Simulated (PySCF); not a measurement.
# TeS(OH)2: structure of the singlet

The task is one start of a wider search on TeS(OH)2: the singlet, from a PBE0 minimum start. It is relaxed, tested by its Hessian and followed downhill if it is a saddle.

Program: PySCF 2.14.0. Level of theory: PBE0, basis Te def2-SVP with ECP28, S def2-SVP, O def2-SVP, H def2-SVP, scalar-relativistic core potentials, no spin–orbit coupling, density fitting. These are calculated values, not measurements.

**1. Where the work starts**

6 atoms, charge 0, spin multiplicity 1.

Bond lengths: Te1–S2 2.229 Å, Te1–O3 1.977 Å, Te1–O4 1.977 Å, O3–H5 0.971 Å, O4–H6 0.971 Å. Angles: S2–Te1–O3 102.6°, S2–Te1–O4 102.6°, O3–Te1–O4 97.7°, Te1–O3–H5 107.5°, Te1–O4–H6 107.5°.

Coordinates in bohr (charge 0 multiplicity 1):
```
Te    0.0574    0.1803   -0.6707
S    -1.6891   -2.6096    1.9579
O     3.6451    0.1439    0.3718
O    -0.8822    3.4504    0.8731
H     3.7376   -0.6934    2.0028
H    -1.4670    3.1077    2.5791
```

**2. First SCF at the start**

One driver script runs all steps and calls PySCF; scf.py shows how it sets up the SCF of each step. The optimiser is the driver's own. After this first run the driver tries any further starts and a stability analysis.

File scf.py:

```python
from pyscf import gto, scf, dft
mol = gto.M(atom='''
Te     0.030398     0.095431    -0.354910
S     -0.893849    -1.380965     1.036054
O      1.928887     0.076172     0.196731
O     -0.466830     1.825851     0.462004
H      1.977872    -0.366943     1.059837
H     -0.776318     1.644543     1.364803''',
    basis={'Te': 'def2-SVP', 'S': 'def2-SVP', 'O': 'def2-SVP', 'H': 'def2-SVP'},
    ecp={'Te': 'def2-SVP'},
    charge=0, spin=0)
mf = dft.RKS(mol, xc='PBE0')
mf.grids.atom_grid = (50, 194)
aux = {'Te': 'def2-universal-JKFIT', 'S': 'def2-universal-JKFIT', 'O': 'def2-universal-JKFIT', 'H': 'def2-universal-JKFIT'}
mf = mf.density_fit(auxbasis=aux)
mf.conv_tol = 1e-08
mf.diis_space = 10
mf.max_cycle = 60
mf.init_guess = 'minao'
mf.verbose = 4
mf.kernel()
```

The run is started by

```console
$ OMP_NUM_THREADS=2 python axn.py task.json out
```

Standard output:

```text
init E= -789.67495158358
  HOMO = -0.764764222892379  LUMO = -0.655623850897081  gap/eV = 2.96986
cycle= 1 E= -812.941665914156  delta_E= -23.3  |g|= 3.72  |ddm|= 8.67
  HOMO = 0.0275275498138392  LUMO = 0.0432751959882043  gap/eV = 0.42852
cycle= 2 E= -760.090032634875  delta_E= 52.9  |g|= 10.7  |ddm|= 18.8
  HOMO = -0.0385574774731552  LUMO = 0.0445186043327778  gap/eV = 2.26062
cycle= 3 E= -816.141943784564  delta_E= -56.1  |g|= 2.06  |ddm|= 17.2
  HOMO = -0.182428466463649  LUMO = -0.090585323530411  gap/eV = 2.49918
cycle= 4 E= -816.537821494288  delta_E= -0.396  |g|= 1.81  |ddm|= 3.73
  HOMO = -0.28256685949031  LUMO = -0.0735840694844724  gap/eV = 5.68671
cycle= 5 E= -817.291328902648  delta_E= -0.754  |g|= 0.256  |ddm|= 1.68
  HOMO = -0.237186774152187  LUMO = -0.0572582208896901  gap/eV = 4.89611
cycle= 6 E= -817.301964979346  delta_E= -0.0106  |g|= 0.162  |ddm|= 0.535
  HOMO = -0.264857549771431  LUMO = -0.0639075157659792  gap/eV = 5.46813
cycle= 7 E= -817.310894876963  delta_E= -0.00893  |g|= 0.011  |ddm|= 0.229
  HOMO = -0.26471520346154  LUMO = -0.062129045461051  gap/eV = 5.51265
cycle= 8 E= -817.310938088484  delta_E= -4.32e-05  |g|= 0.00209  |ddm|= 0.019
  HOMO = -0.264849772596372  LUMO = -0.0620954182920625  gap/eV = 5.51723
cycle= 9 E= -817.31093903834  delta_E= -9.5e-07  |g|= 0.00175  |ddm|= 0.00573
  HOMO = -0.264802074838335  LUMO = -0.0621529246305659  gap/eV = 5.51436
cycle= 10 E= -817.310939837232  delta_E= -7.99e-07  |g|= 0.000693  |ddm|= 0.002
  HOMO = -0.264779854730922  LUMO = -0.062166831547336  gap/eV = 5.51338
cycle= 11 E= -817.310939954387  delta_E= -1.17e-07  |g|= 0.000143  |ddm|= 0.000734
  HOMO = -0.264766975995715  LUMO = -0.0621649175374757  gap/eV = 5.51308
cycle= 12 E= -817.310939961257  delta_E= -6.87e-09  |g|= 2.35e-05  |ddm|= 0.000222
  HOMO = -0.264764750460867  LUMO = -0.0621678278449478  gap/eV = 5.51294
Extra cycle  E= -817.310939961073  delta_E= 1.84e-10  |g|= 3.61e-05  |ddm|= 8e-05
converged SCF energy = -817.310939961073
```

This step, with its further starts and checks, ran for 7.6 s (2 threads of Arm Neoverse N1, shared host).

The test of internal stability found no lower closed-shell solution.

**3. Relaxation: PBE0 minimum start, singlet**

The program finds Cs symmetry in the start, which this walk keeps. Threshold on the gradient: 0.0003 Eh/bohr, with a further test on the energy change.

scf.py, as its differences from that of step 2:

```diff
@@ -3,6 +3,6 @@
-Te     0.030398     0.095431    -0.354910
-S     -0.893849    -1.380965     1.036054
-O      1.928887     0.076172     0.196731
-O     -0.466830     1.825851     0.462004
-H      1.977872    -0.366943     1.059837
-H     -0.776318     1.644543     1.364803''',
+Te     0.030566     0.095660    -0.354909
+S     -0.893681    -1.380736     1.036055
+O      1.929055     0.076401     0.196732
+O     -0.466662     1.826081     0.462005
+H      1.978040    -0.366713     1.059838
+H     -0.776150     1.644772     1.364804''',
@@ -19 +18,0 @@
-mf.init_guess = 'minao'
```

Steps of the walk:

```csv
step,energy (Eh),change (kJ/mol),largest symmetric gradient (Eh/bohr)
0,-817.310940,0.00,0.00032
1,-817.310941,0.00,0.00009
```

The walk took 5.4 s.

After 1 steps and 0.0 kJ/mol it ends at Cs: O–H 0.971 Å (×2), Te–O 1.977 Å (×2), Te–S 2.229 Å; H–O–Te 107.5° (×2), O–Te–O 97.9°, O–Te–S 102.6° (×2).

**4. Is it a minimum? Harmonic modes**

The point is checked on the finer grid, and tightened if its gradient asks for it. The Hessian and the dipole derivatives come from central differences of analytic gradients, with steps of 0.02 bohr.

scf.py, as its differences from that of step 3:

```diff
@@ -3,6 +3,6 @@
-Te     0.030566     0.095660    -0.354909
-S     -0.893681    -1.380736     1.036055
-O      1.929055     0.076401     0.196732
-O     -0.466662     1.826081     0.462005
-H      1.978040    -0.366713     1.059838
-H     -0.776150     1.644772     1.364804''',
+Te     0.030187     0.095233    -0.355510
+S     -0.894263    -1.381383     1.035078
+O      1.928633     0.076281     0.196146
+O     -0.466735     1.825706     0.461381
+H      1.977432    -0.365231     1.060065
+H     -0.774538     1.644633     1.364786''',
@@ -13 +13 @@
-mf.grids.atom_grid = (50, 194)
+mf.grids.atom_grid = (75, 302)
@@ -16 +16 @@
-mf.conv_tol = 1e-08
+mf.conv_tol = 1e-10
```

The driver hands on the density of the step before, so the log starts near convergence.

Log of the central SCF (cycles and frontier levels):

```text
init E= -817.310975637308
  HOMO = -0.26475912487715  LUMO = -0.062184510230022  gap/eV = 5.51234
cycle= 1 E= -817.310975637063  delta_E= 2.44e-10  |g|= 3.04e-05  |ddm|= 6.66e-05
  HOMO = -0.264766927143332  LUMO = -0.0621810440996228  gap/eV = 5.51264
cycle= 2 E= -817.310975635957  delta_E= 1.11e-09  |g|= 6.45e-05  |ddm|= 0.000136
  HOMO = -0.264761801573092  LUMO = -0.0621833207486749  gap/eV = 5.51244
cycle= 3 E= -817.310975637382  delta_E= -1.42e-09  |g|= 5.18e-06  |ddm|= 9.06e-05
  HOMO = -0.26476170919157  LUMO = -0.0621833761020376  gap/eV = 5.51244
cycle= 4 E= -817.310975637384  delta_E= -2.27e-12  |g|= 4.1e-08  |ddm|= 4.27e-06
  HOMO = -0.264761698015762  LUMO = -0.0621833693594672  gap/eV = 5.51244
Extra cycle  E= -817.310975637389  delta_E= -5e-12  |g|= 4.42e-08  |ddm|= 9.85e-08
converged SCF energy = -817.310975637389
```

The whole step took 1.8 min.

Geometry: Cs; O–H 0.971 Å (×2), Te–O 1.977 Å (×2), Te–S 2.229 Å; H–O–Te 107.5° (×2), O–Te–O 97.7°, O–Te–S 102.6° (×2).

Modes, for the most abundant isotopes:

```csv
symmetry,ω (cm⁻¹),IR (km/mol)
a'',148,0.9
a',180,12.0
a',218,19.1
a'',330,85.5
a',399,117
a',493,41.7
a'',610,101
a',613,74.1
a'',944,92.8
a',965,62.3
a'',3793,55.7
a',3795,102
```

No imaginary mode, so this is a minimum.

Constants and moments:

- Dipole moment: 0.55 D
- Highest occupied level: -7.20 eV
- Lowest empty level: -1.69 eV
- Rotational constants: 0.1474, 0.08755, 0.07271 cm⁻¹
- Zero-point energy: 74.7 kJ/mol
- Principal polarisabilities: 40.5, 47.3, 70.5 bohr³
- Atomisation energy without zero-point energy: 1671 kJ/mol
- Principal traceless quadrupole moments about the centre of mass: -10.79, 0.80, 9.99 D Å
- Entropy at 298.15 K and 1 bar: 333.4 J/(mol K)
- Heat capacity Cp at 298.15 K: 86.9 J/(mol K)
- Enthalpy at 298.15 K above 0 K: 18.03 kJ/mol
- Rotational symmetry number: 1

Charges (e) and bond orders:

```
atom  Mulliken  Löwdin  polar tensor  Mayer order to Te1
 Te1      0.95    0.86          1.47                   –
  S2     -0.41   -0.34         -0.58                1.70
O3,4     -0.47   -0.32         -0.71                0.92
H5,6      0.20    0.07          0.26                0.03
```

Outer orbital energies (eV). occupied: -13.32, -11.42, -11.27, -9.64, -9.30, -9.30, -7.38, -7.20; empty: -1.69, -1.26, -0.40, 1.99.

Mulliken populations on Te1 (outside its core potential): s 3.80, p 8.85, d 10.40.

**5. Summary of results**

| quantity | value |
| --- | --- |
| minimum | singlet, Cs |
| geometry | O–H 0.971 Å (×2), Te–O 1.977 Å (×2), Te–S 2.229 Å; H–O–Te 107.5° (×2), O–Te–O 97.7°, O–Te–S 102.6° (×2) |
| wavenumbers (cm⁻¹) | 148 (a''), 180 (a'), 218 (a'), 330 (a''), 399 (a'), 493 (a'), 610 (a''), 613 (a'), 944 (a''), 965 (a'), 3793 (a''), 3795 (a') |
| dipole moment | 0.55 D |
| highest occupied, lowest empty level | -7.20, -1.69 eV |
| polar-tensor charge of Te1 | +1.47 e |
| zero-point energy | 74.7 kJ/mol |
| entropy at 298.15 K | 333.4 J/(mol K) |
| atomisation energy (no zero-point energy) | 1671 kJ/mol |

The PBE0 minimum start keeps its Cs symmetry and ends in a minimum. The strongest infrared band lies at 399 cm⁻¹ (a'). Other starts or spin states, not run here, may lie lower. Spin–orbit coupling is left out.

The search up to here took 2 min.
